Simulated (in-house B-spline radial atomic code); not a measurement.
**Rh²²⁺: parity violation, electron EDM and field shifts**

Aim: for Rh²²⁺, one electron outside the core [Ar] 3d3/2^4, the dipole amplitudes that the weak charge of the nucleus induces, the enhancement of an electron EDM and the field-shift constants, at three levels.

The numbers are computed with an in-house B-spline radial atomic code, version 1 (Dirac-Hartree-Fock, RPA and Brueckner orbitals, sums over states, B-spline basis), except any that are marked as measured or tabulated.

**1. The atom as given**

```
element     : rhodium (Z = 45)
charge      : +22
closed core : [Ar] 3d3/2^4
nucleus     : mass number 103, rms radius 4.495 fm
note        : closed in jj coupling only
```

**2. The run**

Input settings, with the grid that the program derived:

```ini
basis_form = 2
Z = 45
core_configuration = [Ar] 3d-4
rms_radius = 4.4945
mass_number = 103
speed_of_light = 137.035999084
box_radius = 3.043
lmax = 6
intervals = 57
virtual_cutoff = 4050.0
```

Run with:

```sh
python run_mb.py task.json out
```

The settings stand in task.json.

The runs that follow: Weak-charge mixing; T-violating constants; Response to the nuclear radius.

What does the calculation give? Wanted: E1; EDM enhancement, 4s1/2; atomic EDM per C_SP and nucleon, 4s1/2; field shift, 4s1/2.

The runs gave:

| quantity | value |
| --- | --- |
| E1 (5s1/2 – 4s1/2) per unit weak charge | 0.001378 × 10⁻¹¹ e bohr |
| EDM enhancement, 4s1/2 | 31.22 |
| atomic EDM per C_SP and nucleon, 4s1/2 | -0.1516 × 10⁻²⁰ e cm |
| field shift, 4s1/2 | 80.55 GHz/fm² |

What this shows: The 5s1/2 – 4s1/2 amplitude changes by -3.3 % from DHF to RPA and by 0.000 % more on Brueckner orbitals. The EDM enhancement of 4s1/2 is 31.2, so in that state the EDM exceeds the electron's own. It is not the lowest valence state computed (3d5/2). These effects come from s and p1/2 electrons at the nucleus and grow steeply with Z. 4p3/2 has no density at the nucleus, so its DHF field shift is near zero; the RPA value, -4.89 GHz/fm², comes from the core's response and has the opposite sign to that of the s states. Breit, QED, the neutron skin and higher orders are left out.
